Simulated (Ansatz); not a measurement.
**InH5N2O: basis-set convergence**

Aim: see how fast density functionals converge with the basis set for InH5N2O.

The runs use Ansatz 0.2.0, Gaussian basis; one geometry, several basis sets.

Levels to be run: PBE0-D4/def2-SVP; ωB97M-V/def2-SVP; PBE0-D4/def2-QZVPP; ωB97M-V/def2-QZVPP; the functionals' def2-TZVPP values are taken from earlier runs.

## 1. The relaxed structure

The geometry comes from an earlier relaxation with PBE0-D4/def2-TZVP; it is a stationary point, not always the lowest conformer. In takes the def2 core potential; no spin-orbit term is included.

SMILES `[NH2][In]([NH2])[OH]`, 9 atoms, charge 0, spin multiplicity 1.

Atoms are counted from 1 here; the program's logs count them from 0.

Bond lengths: N1–In2 2.022 Å, N1–H5 1.010 Å, N1–H6 1.011 Å, In2–N3 2.014 Å, In2–O4 1.990 Å, N3–H7 1.010 Å, N3–H8 1.011 Å, O4–H9 0.959 Å. Angles: In2–N1–H5 116.2°, In2–N1–H6 115.5°, H5–N1–H6 108.4°, N1–In2–N3 126.9°, N1–In2–O4 118.4°, N3–In2–O4 113.7°, In2–N3–H7 116.8°, In2–N3–H8 114.4°, H7–N3–H8 108.8°, In2–O4–H9 113.4°.

## 2. PBE0-D4 in def2-SVP

The input, in.yaml:

```yaml
crystal:
  periodic: [false, false, false]
  atoms:
    - {symbol: N, position_ang: [0.929345, 0.243559, -1.615500]}
    - {symbol: In, position_ang: [-0.115675, 0.133522, 0.112486]}
    - {symbol: N, position_ang: [0.261329, -1.077325, 1.677101]}
    - {symbol: O, position_ang: [-1.447773, 1.558398, 0.505188]}
    - {symbol: H, position_ang: [1.359335, -0.614016, -1.932666]}
    - {symbol: H, position_ang: [0.439692, 0.661389, -2.394460]}
    - {symbol: H, position_ang: [0.553826, -2.019787, 1.462500]}
    - {symbol: H, position_ang: [-0.479593, -1.115317, 2.363432]}
    - {symbol: H, position_ang: [-1.500486, 2.229576, -0.178081]}
basis:
  gaussian: {orbitals: def2-SVP}
hamiltonian: {xc: pbe0, dispersion: d4}
output: {orbitals: {seedname: orbitals}}
```

Launch:

```bash
$ ansatz run in.yaml --threads 4 --pin off --events-out ev --progress --plain --max-ram 10444MiB
```

The runs that follow: ωB97M-V in def2-SVP; PBE0-D4 in def2-QZVPP; ωB97M-V in def2-QZVPP.

Before running them: what should the planned runs give, taken together? Wanted: PBE0-D4: double and triple zeta above quadruple; ωB97M-V: double and triple zeta above quadruple.

**Answer**, as computed:

| quantity | value |
| --- | --- |
| PBE0-D4: double and triple zeta above quadruple | 7.35, 0.39 eV |
| ωB97M-V: double and triple zeta above quadruple | 7.54, 0.38 eV |

What this shows: For PBE0-D4 the step from double to triple zeta gains 6.95 eV and the next only 0.39 eV. Total energies overstate the basis error of differences, where much of it tends to cancel. The LUMO of ωB97M-V is positive and keeps falling with the basis (1.09 to 0.30 eV): an unbound level that the basis holds in place.
